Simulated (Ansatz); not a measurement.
# CdSe (Cadmoselite): the cost of one run

Computed with the Python package of Ansatz 0.2.0. Level of theory: DFT PBE, plane waves, PAW.

The COD entry's cell or inner coordinates are ideal or old and differ from later refinements, so a difference from it is no clean test against experiment.

## 1. The structure

It takes space group P6_3mc (No. 186, hexagonal). Conventional cell: a = 4.300 Å, b = 4.300 Å, c = 7.020 Å, α = 90.00°, β = 90.00°, γ = 120.00°. Around Cd (site symmetry 3m) lie 4 Se at 2.61 to 2.70 Å. Se (site symmetry 3m) is surrounded by 4 Cd at 2.61 to 2.70 Å.

cdse.vasp, read by the script:

```text
CdSe
1.0
   4.30000000    0.00000000    0.00000000
  -2.15000000    3.72390924    0.00000000
   0.00000000    0.00000000    7.02000000
Cd Se
2 2
Direct
   0.33333333    0.66666667    0.00000000
   0.66666667    0.33333333    0.50000000
   0.33333333    0.66666667    0.38500000
   0.66666667    0.33333333    0.88500000
```

## 2. Script

cdse.py reads:

```python
'''Bands of CdSe along a path through the zone.'''

import ansatz as az
from ase.io import read
import numpy as np


def main() -> None:
    atoms = read('cdse.vasp', format='vasp')
    cdse = az.Crystal.from_ase(atoms)

    # high-symmetry points in fractions of the reciprocal vectors
    path = [
        ('G', (0.0, 0.0, 0.0)),
        ('M', (0.5, 0.0, 0.0)),
        ('K', (0.33333, 0.33333, 0.0)),
        ('G', (0.0, 0.0, 0.0)),
        ('A', (0.0, 0.0, 0.5)),
        ('L', (0.5, 0.0, 0.5)),
        ('H', (0.33333, 0.33333, 0.5)),
        ('A', (0.0, 0.0, 0.5)),
    ]
    setup = (
        cdse.calculation()
        .functional(az.Functional.PBE)
        .kpoints(6, 6, 4, center='gamma')
        .occupations(az.OccupationsMethod.FIXED)
        .band_structure([point for _, point in path], intervals=8)
        .scf(extra_bands=10)
        .density_of_states(method='smearing', broadening_width=0.3, nscf_kmesh_spacing=0.24)
        .band_table()
    )
    outcome = setup.run(threads=1)
    data = outcome.report

    print(f'free energy      {data["free_energy_ev"]:.5f} eV')
    print(f'per atom         {data["free_energy_ev"] / len(outcome.lattice.sites):.5f} eV')
    print(f'SCF iterations   {data["n_iterations"]}  (converged: {data["converged"]})')

    dos = outcome.density_of_states()
    energy = np.asarray(dos.energies_ev) - dos.fermi_ev
    top = min(levels[-1] for levels in data['eigenvalues_ev']) - dos.fermi_ev  # the computed bands end here
    total = np.asarray(dos.spin_summed_g_bin_mean_per_ev)
    print('E - E_F (eV)   states/eV')
    for e in np.arange(-8, min(4, top), 0.5):
        print(f'{e:8.1f} {np.interp(e, energy, total):12.3f}')

    bands = outcome.band_structure()
    fermi = bands.fermi_energy_ev
    print(f'zero of the bands: {fermi:.3f} eV, the Fermi level found on the SCF mesh')
    levels = bands.channels[0].eigenvalues_ev - fermi
    filled = round(data['n_electrons']) // 2
    valence, conduction = levels[:, filled - 1], levels[:, filled]
    print('k (fractions)              top valence  bottom conduction (eV)')
    for k, lo, hi in zip(bands.kpoints_frac, valence, conduction):
        print(f'{k[0]:7.3f} {k[1]:7.3f} {k[2]:7.3f} {lo:12.3f} {hi:13.3f}')
    print(f'on this path: least direct gap {np.min(conduction - valence):.3f} eV, least gap {conduction.min() - valence.max():.3f} eV')


if __name__ == '__main__':
    main()
```

## 3. Running it

Run with:

```
python cdse.py
```

**Question.** How long does this script take on 1 thread of Arm Neoverse V1, shared host, and how much memory does it need?

About 35 s, with a peak of 0.52 GiB.
